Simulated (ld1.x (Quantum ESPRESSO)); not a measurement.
# How the rcutus of the s waves shapes a PAW potential for B, part 2 of 2

One potential is built and tested. Then the rcutus of the s waves is changed, to learn what it costs or gains.

ld1.x (Quantum ESPRESSO) 7.5; first potential PBEsol, scalar-relativistic. The steps go on from the part before.

**4. Logarithmic derivatives**

Taken from the files of the generation run. The phase is arctan(r·u′/u) with u = r·R, unwrapped, with energies in Ry. A pole is an energy at which the radial function vanishes at the test radius. The pseudo phase is shifted by a multiple of π to meet the all-electron one at the reference energy. Levels narrower than the energy grid can be missing from the poles. The last column is the largest difference on the grid between −1 and +1 Ry.

| channel | radius (bohr) | reference (Ry) | poles AE | poles PS | window around the reference with phases within 0.05 rad (Ry) | largest difference near zero (rad) |
| --- | --- | --- | --- | --- | --- | --- |
| s | 3.03 | -0.69 | -0.38, 3.76 | -0.38, 3.76 | the whole range | 0.000 |
| p | 3.03 | -0.26 | 0.10, 3.55 | 0.10, 3.44 | below 4.9 | 0.002 |

Phases (rad) along the scan:

```
E (Ry)    p AE    p PS    s AE    s PS
 -3.00   1.372   1.371   1.360   1.360
 -2.52   1.352   1.351   1.334   1.334
 -2.04   1.323   1.322   1.293   1.293
 -1.56   1.277   1.275   1.212   1.212
 -1.08   1.185   1.184   0.907   0.907
 -0.60   0.840   0.838  -1.320  -1.320
 -0.12  -1.306  -1.306  -1.694  -1.694
  0.36  -1.710  -1.712  -1.848  -1.848
  0.84  -1.924  -1.925  -2.075  -2.075
  1.32  -2.425  -2.425  -2.805  -2.805
  1.80  -3.904  -3.910  -4.069  -4.069
  2.28  -4.432  -4.440  -4.446  -4.446
  2.76  -4.591  -4.601  -4.583  -4.583
  3.24  -4.674  -4.685  -4.657  -4.657
  3.72  -4.731  -4.747  -4.709  -4.709
  4.20  -4.784  -4.806  -4.752  -4.752
  4.68  -4.843  -4.879  -4.794  -4.794
```

**5. Cutoff and ghost test in a Bessel basis**

This step uses the generator's waves and projectors in a separate script. Basis: spherical Bessel functions vanishing at 20 bohr, q² up to the cutoff; potential fixed at the reference.

All-electron valence levels (Ry): 2s -0.6880, 2p -0.2613. The lowest levels of each channel (Ry) by cutoff; the last column sums, over occupied levels, occupation times the distance from the level at 400 Ry. A positive value at high cutoff is not a bound level.

```
cutoff (Ry)     s #1     p #1    d #1    f #1  Σ f·Δε (mRy)
          8  -0.6732  -0.2606  0.0670  0.1132          30.5
         10  -0.6775  -0.2612  0.0670  0.1132          21.1
         15  -0.6846  -0.2613  0.0670  0.1132           6.8
         18  -0.6871  -0.2613  0.0670  0.1132           2.0
         21  -0.6877  -0.2613  0.0670  0.1132           0.7
         25  -0.6879  -0.2613  0.0670  0.1132           0.3
         30  -0.6879  -0.2613  0.0670  0.1132           0.2
        400  -0.6881  -0.2613  0.0670  0.1132           0.0
```

The sum stays within 10 mRy from 15 Ry and within 1 mRy from 21 Ry. The sum leaves out empty levels, which can need more. Ghost test: no level below the all-electron spectrum of its channel (s, p, d, f tested).

**6. Now with rcutus of the s waves (bohr) = 1.46**

B.in

```
 &input
   title='B', zed=5., rel=1, dft='PBESOL', iswitch=3,
   config='[He] 2s2 2p1',
   nld=2, rlderiv=3.05, eminld=-3.0, emaxld=5.0, deld=0.02
 /
 &inputp
   pseudotype=3, lpaw=.true., tm=.true., lloc=-1, rcloc=2.45,
   nlcc=.true., new_core_ps=.true., rcore=1.30,
   which_augfun='PSQ', rmatch_augfun_nc=.true.,
   file_pseudopw='B.UPF', file_wfcaegen='ae.wfc', file_wfcncgen='nc.wfc', file_beta='beta', file_chi='chi', file_wfcusgen='us.wfc'
 /
4
2S  1  0   2.00   0.00  1.05  1.46  0.0
2S  1  0   0.00   1.95  1.05  1.46  0.0
2P  2  1   1.00   0.00  2.55  2.80  0.0
2P  2  1   0.00   1.35  2.55  2.80  0.0
 &test
   configts(1)='2s2 2p1'
 /
```

The run is started by

```bash
$ ld1.x < B.in > B.out
```

Output in B.out (without the banner and most projector matrices):

```text
     Program LD1 v.7.5
     [... all-electron run as in step 2 ...]


     --------------------- Generating PAW atomic setup --------------------

      Generating local potential from pseudized AE potential:
      Matching radius rcloc =   2.4500

      Local pseudo, rcloc= 2.436 Estimated cut-off energy=     4.08 Ry

      Computing core charge for nlcc:

       r > 1.30 : true rho core
      Core charge pseudized with two Bessel functions
      Integrated core pseudo-charge :   0.11
      Wfc-us  2S rcutus= 1.478  Estimated cut-off energy=    20.20 Ry
      Wfc-us  2S rcutus= 1.478  Estimated cut-off energy=    26.28 Ry
      Wfc-us  2P rcutus= 2.831  Estimated cut-off energy=     9.85 Ry
      Wfc-us  2P rcutus= 2.831  Estimated cut-off energy=    20.83 Ry

     Required augmentation: PSQ   radius:    2.800000

     Q pseudized with Bessel functions
     Expected ecutrho=     162.0514 due to l1=  0   l2=  1

     Estimated PAW energy =  -10.686100 Ryd

     The PAW screened D coefficients
     0.18737     0.23159     0.00000     0.00000
     0.23159     0.25933     0.00000     0.00000
     0.00000     0.00000    -0.27285    -0.16130
     0.00000     0.00000    -0.16130    -1.32150

     The PAW descreened D coefficients (US)
     0.11984     0.14099     0.00000     0.00000
     0.14099     0.14097     0.00000     0.00000
     0.00000     0.00000     0.17509    -0.26461
     0.00000     0.00000    -0.26461    -2.20757

     ------------------- End of pseudopotential generation -------------------

     [... all-electron run as in step 2 ...]


     Computing logarithmic derivative in   3.03233
     Computing logarithmic derivative in   3.03233
     Computing the partial wave expansion
     R is outside the sphere for l=    0 j= 0.00
     R is outside the sphere for l=    0 j= 0.00
     R is outside the sphere for l=    1 j= 0.00
     R is outside the sphere for l=    1 j= 0.00

     ---------------------- Testing the pseudopotential ----------------------

     B
     scalar relativistic calculation

     atomic number is  5.00   valence charge is  3.00
     dft = SLA  PW   PSX  PSC   lsd =0 sic =0 latt =0  beta=0.20 tr2=1.0E-14
     mesh =1059 r(mesh) = 101.04461 xmin = -7.00 dx = 0.01250

     n l     nl             e AE (Ry)        e PS (Ry)    De AE-PS (Ry)
     1 0     2S   1( 2.00)       -0.68803       -0.68803        0.00000
     2 1     2P   1( 1.00)       -0.26131       -0.26131        0.00000

     eps = 1.7E-15  iter =  3

     Etot =     -48.939619 Ry,     -24.469810 Ha,    -665.857443 eV
     Etotps =   -10.686101 Ry,      -5.343051 Ha,    -145.391815 eV

     Ekin =       5.604914 Ry,       2.802457 Ha,      76.258734 eV
     Encl =     -12.968045 Ry,      -6.484022 Ha,    -176.439234 eV
     Ehrt =       3.986978 Ry,       1.993489 Ha,      54.245598 eV
     Ecxc =      -7.309948 Ry,      -3.654974 Ha,     -99.456913 eV
     (Ecc =      -0.062261 Ry,      -0.031130 Ha,      -0.847101 eV)

     ---------------------- End of pseudopotential test ----------------------
```

Run time: 1.5 s. Hardware: 1 thread, shared host. (Generation and the later configuration tests together.)

The test run was repeated on this file; only its results are given.

Energies count from the reference configuration 2s2 2p1; the error is all-electron less pseudo.

```csv
valence configuration,charge,ΔE all-electron (eV),error AE − PS (meV)
2s2 2p0,+1,8.139,-0.3
2s1 2p0,+2,33.401,-6.5
2s2 2p0.5,+0.5,2.855,+0.1
2s1 2p1,+1,14.264,-0.7
2s1 2p2,0,5.819,-0.6
2s0 2p3,0,11.657,-2.7
2s2 2p1.3,-0.3,-0.724,+0.1
```

Against the first potential, the loose cutoff goes from 15 Ry to 6 Ry or less, the largest test error goes from -6.3 to -6.5 meV and there is no bound ghost.

**7. Now with rcutus of the s waves (bohr) = 1.62**

Changes to B.in since step 6:

```diff
@@ -12,4 +12,4 @@
 4
-2S  1  0   2.00   0.00  1.05  1.46  0.0
-2S  1  0   0.00   1.95  1.05  1.46  0.0
+2S  1  0   2.00   0.00  1.05  1.62  0.0
+2S  1  0   0.00   1.95  1.05  1.62  0.0
 2P  2  1   1.00   0.00  2.55  2.80  0.0
```

The run is started by

```bash
$ ld1.x < B.in > B.out
```

Output in B.out (without the banner and most projector matrices):

```text
     Program LD1 v.7.5
     [... all-electron run as in step 2 ...]


     --------------------- Generating PAW atomic setup --------------------

      Generating local potential from pseudized AE potential:
      Matching radius rcloc =   2.4500

      Local pseudo, rcloc= 2.436 Estimated cut-off energy=     4.08 Ry

      Computing core charge for nlcc:

       r > 1.30 : true rho core
      Core charge pseudized with two Bessel functions
      Integrated core pseudo-charge :   0.11
      Wfc-us  2S rcutus= 1.633  Estimated cut-off energy=    16.91 Ry
      Wfc-us  2S rcutus= 1.633  Estimated cut-off energy=    24.74 Ry
      Wfc-us  2P rcutus= 2.831  Estimated cut-off energy=     9.85 Ry
      Wfc-us  2P rcutus= 2.831  Estimated cut-off energy=    20.83 Ry

     Required augmentation: PSQ   radius:    2.800000

     Q pseudized with Bessel functions
     Expected ecutrho=     161.6160 due to l1=  0   l2=  1

     Estimated PAW energy =  -10.686100 Ryd

     The PAW screened D coefficients
     0.23098     0.24160     0.00000     0.00000
     0.24160     0.24300     0.00000     0.00000
     0.00000     0.00000    -0.27285    -0.16130
     0.00000     0.00000    -0.16130    -1.32150

     The PAW descreened D coefficients (US)
     0.08519     0.07608     0.00000     0.00000
     0.07608     0.05348     0.00000     0.00000
     0.00000     0.00000     0.17493    -0.26474
     0.00000     0.00000    -0.26474    -2.20769

     ------------------- End of pseudopotential generation -------------------

     [... all-electron run as in step 2 ...]


     Computing logarithmic derivative in   3.03233
     Computing logarithmic derivative in   3.03233
     Computing the partial wave expansion
     R is outside the sphere for l=    0 j= 0.00
     R is outside the sphere for l=    0 j= 0.00
     R is outside the sphere for l=    1 j= 0.00
     R is outside the sphere for l=    1 j= 0.00

     ---------------------- Testing the pseudopotential ----------------------

     B
     scalar relativistic calculation

     atomic number is  5.00   valence charge is  3.00
     dft = SLA  PW   PSX  PSC   lsd =0 sic =0 latt =0  beta=0.20 tr2=1.0E-14
     mesh =1059 r(mesh) = 101.04461 xmin = -7.00 dx = 0.01250

     n l     nl             e AE (Ry)        e PS (Ry)    De AE-PS (Ry)
     1 0     2S   1( 2.00)       -0.68803       -0.68803        0.00000
     2 1     2P   1( 1.00)       -0.26131       -0.26131        0.00000

     eps = 2.0E-15  iter =  3

     Etot =     -48.939619 Ry,     -24.469810 Ha,    -665.857443 eV
     Etotps =   -10.686101 Ry,      -5.343051 Ha,    -145.391815 eV

     Ekin =       5.604913 Ry,       2.802457 Ha,      76.258732 eV
     Encl =     -12.968044 Ry,      -6.484022 Ha,    -176.439232 eV
     Ehrt =       3.986978 Ry,       1.993489 Ha,      54.245598 eV
     Ecxc =      -7.309948 Ry,      -3.654974 Ha,     -99.456913 eV
     (Ecc =      -0.062261 Ry,      -0.031130 Ha,      -0.847101 eV)

     ---------------------- End of pseudopotential test ----------------------
```

Run time: 1.5 s. Hardware: 1 thread, shared host. This counts the later configuration tests of the new file too.

The test run was repeated on this file; only its results are given.

Energies count from the reference configuration 2s2 2p1; the error is all-electron less pseudo.

| valence configuration | charge | ΔE all-electron (eV) | error AE − PS (meV) |
| --- | --- | --- | --- |
| 2s2 2p0 | +1 | 8.139 | -1.0 |
| 2s1 2p0 | +2 | 33.401 | -13 |
| 2s2 2p0.5 | +0.5 | 2.855 | -0.1 |
| 2s1 2p1 | +1 | 14.264 | -1.6 |
| 2s1 2p2 | 0 | 5.819 | -0.7 |
| 2s0 2p3 | 0 | 11.657 | -2.7 |
| 2s2 2p1.3 | -0.3 | -0.724 | +0.1 |

Against the first potential, the largest test error goes from -6.3 to -13 meV and the overlap operator is not positive definite.

**8. Comparison**

What follows sums up all 2 parts.

Cutoffs, loose and tight: the cutoffs (Ry, on a coarse ladder) from which the occupation-weighted sum of valence levels, in a spherical-Bessel basis at the reference potential, stays within 10 and 1 mRy of its value at 400 Ry; empty and scattering waves don't count. The number of plane waves in a given cell goes as the cutoff to the power 3/2; it is given for the loose cutoff, relative to the first potential. Test errors are all-electron less pseudo. The phase difference is the largest within 1 Ry of zero, over the channels with partial waves. A dash means not determined.

| rcutus of the s waves (bohr) | outcome | cutoff, loose | cutoff, tight | plane waves, relative | bound ghosts | largest test error (meV) | phase difference near zero (rad) | lowest overlap eigenvalue (Bessel basis) |
| --- | --- | --- | --- | --- | --- | --- | --- | --- |
| 1.3 (first) | generated | 15 Ry | 21 Ry | 1.00 | none | -6.3 | 0.002 | 0.309 |
| 1.46 | generated | 6 Ry or less | 15 Ry | 0.25 | none | -6.5 | 0.002 | 0.309 |
| 1.62 | generated, overlap not positive | – | – | – | not determined | -13 | 0.002 | -1.778 |

The loose cutoff is 15 Ry at 1.3 and 6 Ry or less at 1.46. The largest test error is 6.3 meV at 1.3, 6.5 meV at 1.46 and 13 meV at 1.62. The overlap operator is not positive at 1.62.

The first potential by itself. By total energies transferability is good: the largest error is 6.3 meV on 33.4 eV, for 2s1 2p0. It counts as soft on the atom at that tolerance, with 15 Ry needed at the looser tolerance. The slowest occupied level is 2s: taken alone it needs 18 Ry to come within 1 mRy, against 8 Ry for 2p. It is free of bound ghosts as far as tested.
